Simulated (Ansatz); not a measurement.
# Sc2Ta: the cost of one run

Program: Ansatz 0.2.0. Level of theory: DFT PBE, scalar-relativistic, plane waves, PAW. These are calculated values, not measurements.

1 further run of the same task is left out (it didn't finish).

**1. The system as given**

The structure is tetragonal, space group P4/mmm (No. 123). The conventional cell has a = 2.919 Å, b = 2.919 Å, c = 5.577 Å, α = 90.00°, β = 90.00°, γ = 90.00°. Sc (site symmetry 4mm) has 4 Ta at 2.55 Å and 6 Sc at 2.57 to 3.01 Å as nearest neighbours. Around Ta (site symmetry 4/mmm) lie 8 Sc at 2.55 Å and 4 Ta at 2.92 Å.

Structure file:

```
Sc Ta
1.0
     2.91896    0.00000    0.00000
     0.00000    2.91896    0.00000
     0.00000    0.00000    5.57690
Sc Ta
2 1
Direct
  0.50000 0.50000 0.27000
  0.50000 0.50000 0.73000
  0.00000 0.00000 0.00000
```

Recipe of the guess: species swapped into a database cell of FeSi2 (P4/mmm, No. 123), with Ta on the Fe sites and Sc on the Si sites. The dimensions are guesses.

**2. The guess as it stands, on a coarse mesh**

Input file input.yaml:

```yaml
crystal:
  lattice:
    - [2.9189559, 0.0, 0.0]
    - [0.0, 2.9189559, 0.0]
    - [0.0, 0.0, 5.57690206]
  atoms:
    - { symbol: Sc, position: [0.5, 0.5, 0.27000001] }
    - { symbol: Sc, position: [0.5, 0.5, 0.72999999] }
    - { symbol: Ta, position: [0.0, 0.0, 0.0] }
basis:
  ecutwfc: 420
kpoints:
  mp_grid: { grid: [6, 6, 4] }
hamiltonian:
  xc: pbe
scf:
  occupations: { method: gaussian, width: 0.1 }
  lower_state_search: "off"
output:
  forces: true
  stress: true
  eigenvalues: true
```

The run is started by

```
$ ansatz run input.yaml --threads 1 --pin off --max-ram 2560MiB --backend cpu --events-out ev --progress --plain --runs-dir out
```

**Question.** How long does this run take on 1 thread of Intel Xeon at 2.70GHz, shared host, and how much memory does it need?

About 1.7 s, with a peak of 0.36 GiB.
